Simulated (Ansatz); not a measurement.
# Si8H3F: the cost of one run

All numbers below are computed with Ansatz 0.2.0 (DFT LDA, plane waves, PAW, scalar-relativistic, no spin polarisation).

### 1 The structure to begin with

The cell holds 24 atoms (F2H6Si16): a = 7.679 Å, b = 7.679 Å, c = 19.869 Å, α = 90.00°, β = 90.00°, γ = 60.00°.

Its coordinates follow in the input file.

### 2 The run

170 steps of 0.5 fs at constant energy.

Contents of input.yaml:

```yaml
crystal:
  lattice:
    - [7.67918, 0.0, 0.0]
    - [3.83959, 6.650365, 0.0]
    - [0.0, 0.0, 19.868765]
  atoms:
    - { symbol: H, position: [0.1666667, 0.1666667, 0.0503303] }
    - { symbol: H, position: [0.6666667, 0.1666667, 0.0503303] }
    - { symbol: H, position: [0.1666667, 0.6666667, 0.0503303] }
    - { symbol: H, position: [0.6666667, 0.6666667, 0.0503303] }
    - { symbol: Si, position: [0.1666667, 0.1666667, 0.1258256] }
    - { symbol: Si, position: [0.6666667, 0.1666667, 0.1258256] }
    - { symbol: Si, position: [0.1666667, 0.6666667, 0.1258256] }
    - { symbol: Si, position: [0.6666667, 0.6666667, 0.1258256] }
    - { symbol: Si, position: [-0.1666667, 0.3333333, 0.1652721] }
    - { symbol: Si, position: [0.3333333, 0.3333333, 0.1652721] }
    - { symbol: Si, position: [-0.1666667, 0.8333333, 0.1652721] }
    - { symbol: Si, position: [0.3333333, 0.8333333, 0.1652721] }
    - { symbol: Si, position: [-0.1666667, 0.3333333, 0.2836116] }
    - { symbol: Si, position: [0.3333333, 0.3333333, 0.2836116] }
    - { symbol: Si, position: [-0.1666667, 0.8333333, 0.2836116] }
    - { symbol: Si, position: [0.3333333, 0.8333333, 0.2836116] }
    - { symbol: Si, position: [0.0, 0.0, 0.3230581] }
    - { symbol: Si, position: [0.5, 0.0, 0.3230581] }
    - { symbol: Si, position: [0.0, 0.5, 0.3230581] }
    - { symbol: Si, position: [0.5, 0.5, 0.3230581] }
    - { symbol: H, position: [0.0, 0.5, 0.3960369] }
    - { symbol: H, position: [0.5, 0.5, 0.3960369] }
    - { symbol: F, position: [-0.0158211, 0.0221675, 0.5414849] }
    - { symbol: F, position: [0.1355056, -0.1839525, 0.5440015] }
basis:
  ecutwfc: 420.0
kpoints:
  mp_grid: { grid: [2, 2, 1] }
hamiltonian:
  xc: lda
  pseudopotentials: { kind: paw, azcp: { folder: soft_1 } }
scf:
  occupations: { method: fermi_dirac, width: 0.05 }
  lower_state_search: "off"
md:
  timestep: 0.5
  n_steps: 170
  ensemble: nve
  initial_velocities: zero
  seed: 527397
  initial_site_velocities:
    - { site: 22, velocity: [0.0, 0.0, -0.014253] }
    - { site: 23, velocity: [0.0, 0.0, -0.014253] }
  constraints: [{ sites: [0, 1, 2, 3, 4, 5, 6, 7] }]
```

Started as:

```sh
$ ansatz run input.yaml --threads 1 --pin off --max-ram 3072MiB --backend cpu --events-out ev --progress --plain --runs-dir out
```

Q: Estimate wall time and peak memory on 1 thread of Intel Xeon Platinum 8259CL at 2.50GHz (Skylake/Cascade Lake), shared host.

About 23 min, with a peak of 1.2 GiB.
